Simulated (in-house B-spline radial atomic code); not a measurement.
**Mo²⁺: a fraction of an electron removed from 4d**

The exact energy is linear between whole electron numbers. How far does exchange-only LDA stray from that for Mo²⁺, with charge removed from 4d step by step?

Program: in-house B-spline radial atomic code version 1. Level of theory: scalar-relativistic (spin-free one-electron X2C) exchange-only LDA (Slater), spin-polarised, spherical fractional occupations, Fermi nucleus, basis-set limit. These are calculated values, not measurements, unless marked.

## 1. The system

| Quantity | Value |
| --- | --- |
| element | molybdenum (Z = 42) |
| charge | +2 |
| electrons | 40 |
| configuration | [Kr] 4d4 |
| Hamiltonian | scalar-relativistic (X2C) |
| nucleus | Fermi, rms radius 4.409 fm |

Outer shells as boxes (Hund's rule):

[Kr] 4d4
```
[Kr] core
4d [↑ ][↑ ][↑ ][↑ ][  ]
```

Where spins are not typed, each open shell is filled with up spins first.

## 2. The start, at fraction 0

Settings of the run:

```ini
Z = 42
electrons = 40.0
configuration = [Kr] 4d4
hamiltonian = x2c
method = lda,
spin_polarised = True
nucleus = fermi
rms_radius = 4.4091
mass_number = 98
atomic_mass = 97.905403609
speed_of_light = 137.035999084
```

The program writes no log. Results of the run, from its result record (rounded, main fields):

```text
status: converged
scf [iteration, energy, orbital gradient]:
  - [1, -4034.11337036, 0.347]
  - [2, -4036.1449121, 0.266]
  - [3, -4038.91205076, 0.0448]
  - [4, -4038.99886713, 0.0104]
  - [5, -4039.00352501, 0.0056]
  - [6, -4039.00449094, 0.00142]
  - [7, -4039.00452859, 0.000836]
  - [8, -4039.00455096, 3.38e-05]
  - [9, -4039.00455097, 2.79e-06]
  - [10, -4039.00455097, 1.84e-07]
energy [hartree]: {"total": -4039.00455097, "kinetic": 4189.42734293, "nuclear": -9743.77184425, "coulomb": 1630.96330445, "xc": -115.623354097}
orbitals [hartree, bohr; first row names the columns]:
  - ["name", "occ", "eps", "<r>", "<r^2>", "<1/r>", "r_max"]
  - ["1s up", 1.0, -726.8969, 0.034712, 0.0016367, 44.922, 0.022317]
  - ["1s down", 1.0, -726.89736, 0.034712, 0.0016367, 44.922, 0.022317]
  - ["2s up", 1.0, -103.22593, 0.15352, 0.027843, 10.05, 0.12972]
  - ["2s down", 1.0, -103.20914, 0.15351, 0.02784, 10.051, 0.12971]
  - ["2p up", 3.0, -92.443692, 0.13384, 0.021905, 9.5558, 0.10337]
  - ["2p down", 3.0, -92.430817, 0.13383, 0.021902, 9.5565, 0.10336]
  - ["3s up", 1.0, -18.062586, 0.42977, 0.2118, 3.411, 0.38435]
  - ["3s down", 1.0, -18.050314, 0.42967, 0.21166, 3.4111, 0.38439]
  - ["3p up", 3.0, -14.526814, 0.43127, 0.21667, 3.2075, 0.37753]
  - ["3p down", 3.0, -14.513377, 0.4311, 0.21645, 3.2079, 0.37758]
  - ["3d up", 5.0, -8.7430916, 0.41593, 0.20825, 2.9665, 0.32196]
  - ["3d down", 5.0, -8.7248371, 0.4156, 0.20778, 2.9675, 0.32207]
  - ["4s up", 1.0, -3.0244029, 1.107, 1.3901, 1.2425, 0.98931]
  - ["4s down", 1.0, -2.9220376, 1.0988, 1.3696, 1.2541, 0.98416]
  - ["4p up", 3.0, -2.0772479, 1.2327, 1.7421, 1.0937, 1.0715]
  - ["4p down", 3.0, -1.9641, 1.2211, 1.7101, 1.1063, 1.0637]
  - ["4d up", 4.0, -0.7714755, 1.7394, 3.6019, 0.76263, 1.3619]
sum_r [bohr^k]: {"-1": 235.1694, "1": 25.30853, "2": 31.51722}
```

It took 0.22 s on 1 thread, shared host.

## 3. 0.01 electron removed from 4d

The settings differ from step 2 so:

```diff
@@ -1,4 +1,4 @@
 Z = 42
-electrons = 40.0
-configuration = [Kr] 4d4
+electrons = 39.99
+configuration = [Kr] 4d3.99
 hamiltonian = x2c
```

Results of the run:

```text
status: converged
scf [iteration, energy, orbital gradient]:
  - [1, -4034.09486757, 0.348]
  - [2, -4036.13829998, 0.266]
  - [3, -4038.90413266, 0.045]
  - [4, -4038.99113369, 0.0104]
  - [5, -4038.99578554, 0.00563]
  - [6, -4038.99675555, 0.00142]
  - [7, -4038.99679374, 0.000833]
  - [8, -4038.99681587, 3.39e-05]
  - [9, -4038.99681589, 2.78e-06]
  - [10, -4038.99681589, 1.83e-07]
energy [hartree]: {"total": -4038.99681589, "kinetic": 4189.41980257, "nuclear": -9743.5708744, "coulomb": 1630.77349726, "xc": -115.619241315}
orbitals [hartree, bohr; first row names the columns]:
  - ["name", "occ", "eps", "<r>"]
  - ["1s up", 1.0, -726.90171, 0.034712]
  - ["1s down", 1.0, -726.90216, 0.034712]
  - ["2s up", 1.0, -103.23078, 0.15352]
  - ["2s down", 1.0, -103.21401, 0.15351]
  - ["2p up", 3.0, -92.448542, 0.13384]
  - ["2p down", 3.0, -92.43568, 0.13383]
  - ["3s up", 1.0, -18.0674, 0.42977]
  - ["3s down", 1.0, -18.05514, 0.42967]
  - ["3p up", 3.0, -14.531627, 0.43127]
  - ["3p down", 3.0, -14.518203, 0.4311]
  - ["3d up", 5.0, -8.7479087, 0.41593]
  - ["3d down", 5.0, -8.729672, 0.41559]
  - ["4s up", 1.0, -3.0290022, 1.1069]
  - ["4s down", 1.0, -2.9267588, 1.0988]
  - ["4p up", 3.0, -2.0817598, 1.2325]
  - ["4p down", 3.0, -1.9687576, 1.221]
  - ["4d up", 3.99, -0.7755608, 1.738]
sum_r [bohr^k]: {"-1": 235.1647, "1": 25.28481, "2": 31.45319}
energy_minus_base [hartree]: 0.00773508643
```

Wall time 0.13 s (1 thread, shared host).

energy_minus_base is the energy less that of the reference run.

## 4. 0.13 electron removed from 4d

The settings differ from step 3 so:

```diff
@@ -1,4 +1,4 @@
 Z = 42
-electrons = 39.99
-configuration = [Kr] 4d3.99
+electrons = 39.87
+configuration = [Kr] 4d3.87
 hamiltonian = x2c
```

Results of the run:

```text
status: converged
scf [iteration, energy, orbital gradient]:
  - [1, -4033.86933129, 0.359]
  - [2, -4036.0574543, 0.268]
  - [3, -4038.80590591, 0.0476]
  - [4, -4038.89510109, 0.0103]
  - [5, -4038.89970488, 0.00599]
  - [6, -4038.90072559, 0.00142]
  - [7, -4038.90076999, 0.000787]
  - [8, -4038.90078903, 3.39e-05]
  - [9, -4038.90078904, 2.71e-06]
  - [10, -4038.90078904, 1.62e-07]
energy [hartree]: {"total": -4038.90078904, "kinetic": 4189.32618772, "nuclear": -9741.13311143, "coulomb": 1628.47541056, "xc": -115.569275902}
orbitals [hartree, bohr; first row names the columns]:
  - ["name", "occ", "eps", "<r>"]
  - ["1s up", 1.0, -726.96002, 0.034712]
  - ["1s down", 1.0, -726.96046, 0.034712]
  - ["2s up", 1.0, -103.28965, 0.15352]
  - ["2s down", 1.0, -103.27309, 0.15351]
  - ["2p up", 3.0, -92.507386, 0.13384]
  - ["2p down", 3.0, -92.494681, 0.13383]
  - ["3s up", 1.0, -18.125784, 0.42976]
  - ["3s down", 1.0, -18.113671, 0.42967]
  - ["3p up", 3.0, -14.590001, 0.43126]
  - ["3p down", 3.0, -14.576738, 0.4311]
  - ["3d up", 5.0, -8.8063322, 0.41591]
  - ["3d down", 5.0, -8.788319, 0.41558]
  - ["4s up", 1.0, -3.0846936, 1.1062]
  - ["4s down", 1.0, -2.9839615, 1.0982]
  - ["4p up", 3.0, -2.1363745, 1.2308]
  - ["4p down", 3.0, -2.0251722, 1.2197]
  - ["4d up", 3.87, -0.82501884, 1.722]
sum_r [bohr^k]: {"-1": 235.1066, "1": 25.00321, "2": 30.70229}
energy_minus_base [hartree]: 0.103761932
```

Wall time 0.12 s (1 thread, shared host).

## 5. 0.28 electron removed from 4d

The settings differ from step 4 so:

```diff
@@ -1,4 +1,4 @@
 Z = 42
-electrons = 39.87
-configuration = [Kr] 4d3.87
+electrons = 39.72
+configuration = [Kr] 4d3.72
 hamiltonian = x2c
```

Results of the run:

```text
status: converged
scf [iteration, energy, orbital gradient]:
  - [1, -4033.58491386, 0.371]
  - [2, -4035.95432298, 0.27]
  - [3, -4038.67490606, 0.0506]
  - [4, -4038.76659048, 0.0101]
  - [5, -4038.77118212, 0.0065]
  - [6, -4038.77226602, 0.00141]
  - [7, -4038.77231688, 0.000715]
  - [8, -4038.7723319, 3.34e-05]
  - [9, -4038.77233192, 2.6e-06]
  - [10, -4038.77233192, 1.38e-07]
energy [hartree]: {"total": -4038.77233192, "kinetic": 4189.20094191, "nuclear": -9738.01924002, "coulomb": 1625.55123997, "xc": -115.505273779}
orbitals [hartree, bohr; first row names the columns]:
  - ["name", "occ", "eps", "<r>"]
  - ["1s up", 1.0, -727.03453, 0.034712]
  - ["1s down", 1.0, -727.03494, 0.034712]
  - ["2s up", 1.0, -103.36489, 0.15352]
  - ["2s down", 1.0, -103.34861, 0.15351]
  - ["2p up", 3.0, -92.582588, 0.13384]
  - ["2p down", 3.0, -92.570099, 0.13383]
  - ["3s up", 1.0, -18.200335, 0.42976]
  - ["3s down", 1.0, -18.188425, 0.42966]
  - ["3p up", 3.0, -14.664538, 0.43125]
  - ["3p down", 3.0, -14.651497, 0.43109]
  - ["3d up", 5.0, -8.8809378, 0.41589]
  - ["3d down", 5.0, -8.8632299, 0.41557]
  - ["4s up", 1.0, -3.1555694, 1.1051]
  - ["4s down", 1.0, -3.0568545, 1.0975]
  - ["4p up", 3.0, -2.2058343, 1.2284]
  - ["4p down", 3.0, -2.0970145, 1.2178]
  - ["4d up", 3.72, -0.88794333, 1.7028]
sum_r [bohr^k]: {"-1": 235.0325, "1": 24.65904, "2": 29.80613}
energy_minus_base [hartree]: 0.232219054
```

Wall time 0.12 s (1 thread, shared host).

## 6. 0.49 electron removed from 4d

The settings differ from step 5 so:

```diff
@@ -1,4 +1,4 @@
 Z = 42
-electrons = 39.72
-configuration = [Kr] 4d3.72
+electrons = 39.51
+configuration = [Kr] 4d3.51
 hamiltonian = x2c
```

Results of the run:

```text
status: converged
scf [iteration, energy, orbital gradient]:
  - [1, -4033.19436197, 0.386]
  - [2, -4035.80870683, 0.273]
  - [3, -4038.47622899, 0.0543]
  - [4, -4038.57058386, 0.0106]
  - [5, -4038.57521709, 0.00711]
  - [6, -4038.57637957, 0.00136]
  - [7, -4038.57643589, 0.000605]
  - [8, -4038.5764459, 3.19e-05]
  - [9, -4038.57644592, 2.41e-06]
  - [10, -4038.57644592, 1.07e-07]
energy [hartree]: {"total": -4038.57644592, "kinetic": 4189.00991375, "nuclear": -9733.53881533, "coulomb": 1621.36537597, "xc": -115.41292031}
orbitals [hartree, bohr; first row names the columns]:
  - ["name", "occ", "eps", "<r>"]
  - ["1s up", 1.0, -727.14175, 0.034712]
  - ["1s down", 1.0, -727.14215, 0.034712]
  - ["2s up", 1.0, -103.4732, 0.15352]
  - ["2s down", 1.0, -103.45738, 0.15351]
  - ["2p up", 3.0, -92.690864, 0.13384]
  - ["2p down", 3.0, -92.678711, 0.13383]
  - ["3s up", 1.0, -18.307551, 0.42975]
  - ["3s down", 1.0, -18.295958, 0.42965]
  - ["3p up", 3.0, -14.771732, 0.43124]
  - ["3p down", 3.0, -14.759037, 0.43108]
  - ["3d up", 5.0, -8.9882382, 0.41586]
  - ["3d down", 5.0, -8.9710069, 0.41555]
  - ["4s up", 1.0, -3.2570483, 1.1036]
  - ["4s down", 1.0, -3.1613972, 1.0964]
  - ["4p up", 3.0, -2.3052036, 1.2251]
  - ["4p down", 3.0, -2.199966, 1.2152]
  - ["4d up", 3.51, -0.97801631, 1.6772]
sum_r [bohr^k]: {"-1": 234.9258, "1": 24.19065, "2": 28.62286}
energy_minus_base [hartree]: 0.428105059
```

Run time: 0.12 s. Hardware: 1 thread, shared host.

## 7. 0.5 electron removed from 4d

The settings differ from step 6 so:

```diff
@@ -1,4 +1,4 @@
 Z = 42
-electrons = 39.51
-configuration = [Kr] 4d3.51
+electrons = 39.5
+configuration = [Kr] 4d3.5
 hamiltonian = x2c
```

Results of the run:

```text
status: converged
scf [iteration, energy, orbital gradient]:
  - [1, -4033.17655616, 0.386]
  - [2, -4035.801879, 0.273]
  - [3, -4038.46633242, 0.0545]
  - [4, -4038.56077638, 0.0106]
  - [5, -4038.5654121, 0.00714]
  - [6, -4038.5665777, 0.00136]
  - [7, -4038.56663416, 0.000599]
  - [8, -4038.56664396, 3.18e-05]
  - [9, -4038.56664398, 2.4e-06]
  - [10, -4038.56664398, 1.06e-07]
energy [hartree]: {"total": -4038.56664398, "kinetic": 4189.00035374, "nuclear": -9733.32201306, "coulomb": 1621.16346074, "xc": -115.408445395}
orbitals [hartree, bohr; first row names the columns]:
  - ["name", "occ", "eps", "<r>"]
  - ["1s up", 1.0, -727.14694, 0.034712]
  - ["1s down", 1.0, -727.14734, 0.034712]
  - ["2s up", 1.0, -103.47845, 0.15352]
  - ["2s down", 1.0, -103.46264, 0.15351]
  - ["2p up", 3.0, -92.696106, 0.13384]
  - ["2p down", 3.0, -92.683969, 0.13383]
  - ["3s up", 1.0, -18.312737, 0.42975]
  - ["3s down", 1.0, -18.301161, 0.42965]
  - ["3p up", 3.0, -14.776918, 0.43124]
  - ["3p down", 3.0, -14.76424, 0.43108]
  - ["3d up", 5.0, -8.9934289, 0.41586]
  - ["3d down", 5.0, -8.9762217, 0.41555]
  - ["4s up", 1.0, -3.2619441, 1.1035]
  - ["4s down", 1.0, -3.1664458, 1.0963]
  - ["4p up", 3.0, -2.3099953, 1.2249]
  - ["4p down", 3.0, -2.2049354, 1.215]
  - ["4d up", 3.5, -0.98236142, 1.676]
sum_r [bohr^k]: {"-1": 234.9207, "1": 24.16871, "2": 28.56844}
energy_minus_base [hartree]: 0.437906997
```

Wall time 0.12 s (1 thread, shared host).

[end of part 1 of 2]
